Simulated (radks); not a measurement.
# Ru inside a hard spherical wall

The task here is to estimate one member of a computed series from the others.

The numbers are computed with radks (a radial shooting solver on a logarithmic mesh, Libxc functionals) version 1 (scalar-relativistic Kohn-Sham, LDA (Slater exchange, Perdew-Wang correlation), spin-unpolarised, spherical densities, finite nucleus), except any that are marked as measured or tabulated.

### The system

* element: ruthenium (Z = 44)
* charge: 0
* electrons: 44
* configuration: [Kr] 4d7 5s1
* nuclear rms radius: 4.4809 fm

The outer shells:

Ru
```
[Kr] core
4d [↑↓][↑↓][↑ ][↑ ][↑ ]
5s [↑ ]
```

The first run:

Input:

```text
Z 44
configuration [Kr] 4d7 5s1 5p0 6s0 4f0
relativity scalar-relativistic
functional lda,pw
spin unpolarised
nucleus finite rms 4.4809 fm
c 137.035999084
```

Among the steps run: The free atom.

One of the session's tables, all rows but one given; the rest of the session is left out.

It belongs to the step «The free atom». Radial density 4πr²ρ:

| r (bohr) | 4πr²ρ (e/bohr) |
| --- | --- |
| 0.00163 | 2.346 |
| 0.00284 | ? |
| 0.00489 | 14.04 |
| 0.00843 | 28.84 |
| 0.0145 | 47.60 |
| 0.0252 | 55.72 |
| 0.0434 | 47.93 |
| 0.0749 | 60.40 |
| 0.129 | 64.40 |
| 0.224 | 45.68 |
| 0.386 | 48.66 |
| 0.665 | 14.48 |
| 1.15 | 12.79 |
| 1.99 | 3.580 |
| 3.43 | 0.7203 |
| 5.90 | 0.06027 |

Estimate the missing values for r (bohr) = 0.00284.

Worked estimate for «4πr²ρ (e/bohr)». A straight line through the neighbours (0.00163, 2.346) and (0.00489, 14.04) gives 2.346 + (14.04 − 2.346) × (0.00284 − 0.00163) / (0.00489 − 0.00163) = 6.686; a parabola fitted to 3 rows on both sides gives 6.470.

The run gave: 4πr²ρ (e/bohr): 6.003. In «4πr²ρ (e/bohr)» the line misses by +0.683 and the parabola by +0.467.

Limits of these values: Shells are not refilled when levels cross, and a hard wall is a model, not a crystal.
